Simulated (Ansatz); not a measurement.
## CH₅BClFOSi, SMILES OCB(F)[SiH2]Cl: a single point in a Gaussian basis

Computed with the Python package of Ansatz (0.2.0).

The script, `energy_ch5bclfosi.py`:
```python
"""Single point of CH5BClFOSi in a Gaussian basis."""

import warnings

import ansatz as az


def main() -> None:
    warnings.simplefilter("ignore", az.DeckWarning)

    mol = (
        az.Crystal.molecule()
        .atom("O", (-1.4967, 1.0604, -0.6909))
        .atom("C", (-1.4116, 0.0902, 0.2558))
        .atom("B", (-0.2281, -0.8652, -0.1372))
        .atom("F", (-0.3646, -2.2545, -0.396))
        .atom("Si", (1.6241, -0.1906, -0.1926))
        .atom("Cl", (2.1249, 0.6097, 1.7014))
        .atom("H", (-0.8895, 1.833, -0.4447))
        .atom("H", (-1.2071, 0.5391, 1.2646))
        .atom("H", (-2.3382, -0.4881, 0.3224))
        .atom("H", (1.7157, 0.8817, -1.1623))
        .atom("H", (2.5367, -1.2727, -0.4998))
    )

    job = (
        mol.calculation()
        .basis(gaussian="def2-SVPD")
        .functional("r2scan")
    )
    print(job.to_yaml())
    trace = []
    result = job.session().plan().execute(on_event=trace.append)
    summary = result.report
    for event in trace:
        if event["event"] == "mean_field_evaluation" and event["data"]["evaluation"] <= 25:
            print("pass {evaluation:3d}  E = {energy_ev:.6f} eV  gradient {gradient_ev:.1e}".format(**event["data"]))

    print(f"E = {summary['free_energy_ev']:.6f} eV = {summary['free_energy_ev'] / 27.211386246:.7f} Ha")
    print("converged:", summary["converged"], " doubts:", summary["published_state_doubts"] or "none")


if __name__ == "__main__":
    main()
```

Output of `python energy_ch5bclfosi.py`:
```text
crystal:
  periodic: [false, false, false]
  atoms:
    - { symbol: O, position_ang: [-1.4967, 1.0604, -0.6909] }
    - { symbol: C, position_ang: [-1.4116, 0.0902, 0.2558] }
    - { symbol: B, position_ang: [-0.2281, -0.8652, -0.1372] }
    - { symbol: F, position_ang: [-0.3646, -2.2545, -0.396] }
    - { symbol: Si, position_ang: [1.6241, -0.1906, -0.1926] }
    - { symbol: Cl, position_ang: [2.1249, 0.6097, 1.7014] }
    - { symbol: H, position_ang: [-0.8895, 1.833, -0.4447] }
    - { symbol: H, position_ang: [-1.2071, 0.5391, 1.2646] }
    - { symbol: H, position_ang: [-2.3382, -0.4881, 0.3224] }
    - { symbol: H, position_ang: [1.7157, 0.8817, -1.1623] }
    - { symbol: H, position_ang: [2.5367, -1.2727, -0.4998] }
basis:
  gaussian:
    orbitals: def2-SVPD
hamiltonian:
  xc: r2scan

pass   1  E = -26938.941036 eV  gradient 5.5e+01
pass   2  E = -26906.048823 eV  gradient 1.3e+02
pass   3  E = -26943.417776 eV  gradient 2.8e+01
pass   4  E = -26944.943934 eV  gradient 8.3e+00
pass   5  E = -26945.021239 eV  gradient 5.2e+00
pass   6  E = -26945.065523 eV  gradient 1.5e+00
pass   7  E = -26945.070467 eV  gradient 2.7e-01
pass   8  E = -26945.070598 eV  gradient 2.7e-01
pass   9  E = -26945.074283 eV  gradient 2.8e-01
pass  10  E = -26945.074438 eV  gradient 7.5e-02
pass  11  E = -26945.016507 eV  gradient 1.9e-01
pass  12  E = -26945.016572 eV  gradient 4.2e-02
pass  13  E = -26945.016575 eV  gradient 2.0e-02
pass  14  E = -26945.016576 eV  gradient 7.2e-03
pass  15  E = -26945.016576 eV  gradient 1.2e-03
pass  16  E = -26945.016576 eV  gradient 1.3e-03
pass  17  E = -26945.016576 eV  gradient 3.7e-04
pass  18  E = -26945.016576 eV  gradient 6.1e-05
pass  19  E = -26945.016576 eV  gradient 4.1e-05
pass  20  E = -26945.016576 eV  gradient 4.1e-05
E = -26945.016595 eV = -990.2110959 Ha
converged: True  doubts: none
```

Notes:
- Total energies depend on the basis set; only differences at equal settings carry meaning.
- The geometry is a force-field or estimated start, not a minimum of this method, and the basis set is short of its limit.
- Early passes use coarser integrals and grids, so their energies can't be compared with the last.
- It ran for 18 s on 1 thread of Arm Neoverse V1, with other jobs on the host, peak memory 0.32 GiB.
